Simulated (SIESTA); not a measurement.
Crystal: BaNd.

```
CELL_PARAMETERS angstrom
3.96332 0.00000 0.00000
-1.98166 3.43233 0.00000
0.00000 0.00000 6.58392
ATOMIC_POSITIONS crystal
Nd 0.66667 0.33333 0.00000
Ba 0.00000 0.00000 0.50000
```

The cell comes from a database or a generator and needn't be the stable form of this composition.

| Property | Result |
| --- | --- |
| Program | SIESTA 5.4.2 |
| Task | single point |
| Functional | PBE |
| Potentials or basis | PseudoDojo 0.4 standard with PseudoDojo 3+ lanthanides (4f in the core) (PBE files) |
| Basis | DZP (energy shift 0.003 Ry; two zetas on semicore shells; d shell added on Ba) |
| Grid cutoff | 800 Ry |
| Energy shift | 0.003 Ry |
| k mesh | 8 × 8 × 4 |
| Occupations | fermi-dirac, width 0.05 eV |
| Spin | collinear spin, ferromagnetic start |
| Starting moments | [3.0, 0.0] μB |

On this cell: pressure -0.1 GPa; largest force under 0.003 eV/Å; net moment 0.12 μB per cell; site moments Nd +0.10; Ba +0.02 μB; band gap on the k mesh none (metal or under the smearing width).

The same run follows on a disturbed copy (atoms moved at random, drawn with an rms of 0.05 Å):

```xyz
2
Lattice="3.9633 0.0000 0.0000 -1.9817 3.4323 0.0000 0.0000 0.0000 6.5839" Properties=species:S:1:pos:R:3 pbc="T T T"
Nd    1.9383    1.1481    0.0295
Ba   -0.0066   -0.0051    3.3201
```

Q: What does the disturbed cell give?

A: The energy (extrapolated to zero smearing) moves by +0.1 meV/atom; pressure -0.1 GPa; largest force 0.009 eV/Å; net moment 0.08 μB per cell; site moments Nd +0.07; Ba +0.01 μB; band gap on the k mesh none (metal or under the smearing width).

Forces in eV/Å, atoms in the order of the input:
```
Nd   0.008 -0.002 -0.003
Ba  -0.008  0.002  0.003
```

Stress tensor (GPa, compression positive):
```
-0.21  0.06  0.00
 0.06 -0.18  0.00
 0.00  0.00 -0.03
```

Caveats: this set's barium file shifts pressures by up to 1 GPa against other sets; the magnetic or orbital state may not be the lowest; spin-orbit coupling is left out, which moves the levels of the heavy elements; the 4f electrons are frozen in the core as for a trivalent ion, so they carry no moment and show no levels; the basis of atomic orbitals isn't converged, which shifts pressures, moduli and gaps.
